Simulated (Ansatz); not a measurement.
**UB3LYP/6-31G(d) (spherical functions) run of AsH2 (SMILES [AsH2])**

What is the energy change on altering one bond length of AsH2 at UB3LYP/6-31G* (spherical functions)? 

The calculation is run with Ansatz 0.2.0.

34 further runs of the same task are left out: 34 set aside as unsound or not needed.

### 1 The structure to begin with

AsH2 has 3 atoms, charge 0, and is taken as a doublet. SMILES: `[AsH2]`. Geometry: relaxed at PBE0-D4/def2-TZVP.

Bond lengths: As1–H2 1.526 Å, As1–H3 1.526 Å. Angles: H2–As1–H3 90.7°.

### 2 A single-point energy at UB3LYP/6-31G(d) (spherical functions)

in.yaml reads:

```yaml
basis:
  gaussian: {orbitals: 6-31G_st_-spherical.json}
crystal:
  periodic: [false, false, false]
  atoms:
    - symbol: As
      position_ang: [-0.573310, 0.327430, -0.274790]
    - symbol: H
      position_ang: [0.680410, 0.795730, 0.459110]
    - symbol: H
      position_ang: [-0.107090, -1.123160, -0.184320]
magnetization: {spin_polarized: true, initial_magnetization: 1}
hamiltonian: {xc: {name: B3LYP}}
accuracy: high
output: {orbitals: {seedname: orbitals}}
```

The basis set 6-31G* is read from a file made from the Basis Set Exchange's data (not shown).

Command:

```console
$ ansatz run in.yaml --threads 1 --pin off --max-ram 3480MiB --events-out events.jsonl --progress --plain --runs-dir runs
```

What it wrote:

```text
Warning: RAYON_NUM_THREADS=1 ignored (pool sized by the plan → 1); use --threads N
Functional definition: B3LYP
  name "B3LYP"
  parameter a0 = 0.2
  parameter ax = 0.72
  parameter ac = 0.81
  exchange = (1 - a0 - ax)*slater_x + ax*b88_x + a0*exact_x
  correlation = (1 - ac)*vwn_rpa_c + ac*lyp_c
615 factors; integrals over basis functions are off by at most 3.9e-9 eV
mean field evaluation 1: about -60865.9373 eV, gradient 5.5e0 eV
mean field evaluation 2: about -60866.0528 eV, gradient 2.7e0 eV
mean field evaluation 4: about -60866.0682 eV, gradient 4.8e-1 eV
mean field evaluation 8: about -60866.1095 eV, gradient 1.2e-2 eV
mean field evaluation 16: about -60866.1095 eV, gradient 5.5e-6 eV
mean field -60866.10945816 eV, -2236.7882660568 hartree, gradient 3.8e-8 eV, S^2 0.752745; 0 other end points of the search recorded, 0 dependent functions left out
reference -60866.10948447 eV, -2236.7882670235 hartree; 18, 17 occupied and 18, 19 virtual orbitals, 615 factors
Total energy: -60866.10948447 eV, -2236.7882670235 hartree
```

Wall time 1.4 s (1 thread of Intel Xeon 6975P-C (Granite Rapids), shared host); peak memory 0.14 GiB.

### 3 The distorted shape

molecule.yaml reads:

```yaml
crystal:
  periodic: [false, false, false]
  atoms:
    - {symbol: As, position_ang: [-1.576269, -0.047204, -0.861900]}
    - {symbol: H, position_ang: [0.680410, 0.795730, 0.459110]}
    - {symbol: H, position_ang: [-1.110049, -1.497794, -0.771430]}
basis:
  gaussian: {orbitals: 6-31G_st_-spherical.json}
magnetization: {spin_polarized: true, initial_magnetization: 1}
hamiltonian: {xc: {name: B3LYP}}
accuracy: high
output: {orbitals: {seedname: orbitals}}
```

The basis set 6-31G* is read from a file made from the Basis Set Exchange's data (not shown).

Command:

```console
$ ansatz run molecule.yaml --threads 1 --pin off --max-ram 3480MiB --events-out events.jsonl --progress --plain --runs-dir runs
```

What it wrote, cut to the lines that bear on the results:

```text
Warning: RAYON_NUM_THREADS=1 ignored (pool sized by the plan → 1); use --threads N
[... 7 set-up lines as earlier in the session ...]
603 factors; integrals over basis functions are off by at most 3.9e-9 eV
mean field evaluation 1: about -60862.9194 eV, gradient 6.2e0 eV
mean field evaluation 2: about -60862.1270 eV, gradient 1.0e1 eV
mean field evaluation 4: about -60863.1088 eV, gradient 7.2e-1 eV
mean field evaluation 8: about -60863.0852 eV, gradient 8.4e-2 eV
mean field evaluation 16: about -60863.4085 eV, gradient 1.1e-8 eV
mean field evaluation 32: about -60863.4085 eV, gradient 4.7e-5 eV
mean field -60863.40849965 eV, -2236.6890076620 hartree, gradient 4.1e-8 eV, S^2 1.342134; 3 other end points of the search recorded, 0 dependent functions left out
reference -60863.40852842 eV, -2236.6890087194 hartree; 18, 17 occupied and 18, 19 virtual orbitals, 603 factors
Total energy: -60863.40852842 eV, -2236.6890087194 hartree
```

Wall time 2.8 s (1 thread of Intel Xeon 6975P-C (Granite Rapids), shared host); peak memory 0.15 GiB.

### 4 Summary of results

Level: UB3LYP/6-31G* (spherical functions).

```
                                                          quantity           value
                                         first shape: total energy  -2236.78827 Eh
                   first shape: HOMO energy (highest over α and β)        -6.45 eV
                    first shape: LUMO energy (lowest over α and β)        -3.41 eV
                                                 first shape: ⟨S²⟩           0.753
                                     distorted shape: total energy  -2236.68901 Eh
               distorted shape: HOMO energy (highest over α and β)        -6.76 eV
                distorted shape: LUMO energy (lowest over α and β)        -3.46 eV
                                             distorted shape: ⟨S²⟩           1.342
energy change with the As1–H2 bond stretched from 1.526 to 2.747 Å        2.701 eV
```

With the As1–H2 bond stretched from 1.526 to 2.747 Å the energy rises by 2.70 eV (62 kcal/mol). The first shape isn't relaxed at this level, so the change isn't measured from a minimum. ⟨S²⟩ (distorted shape) is 1.34 where a pure doublet has 0.75: the reference is spin-contaminated.
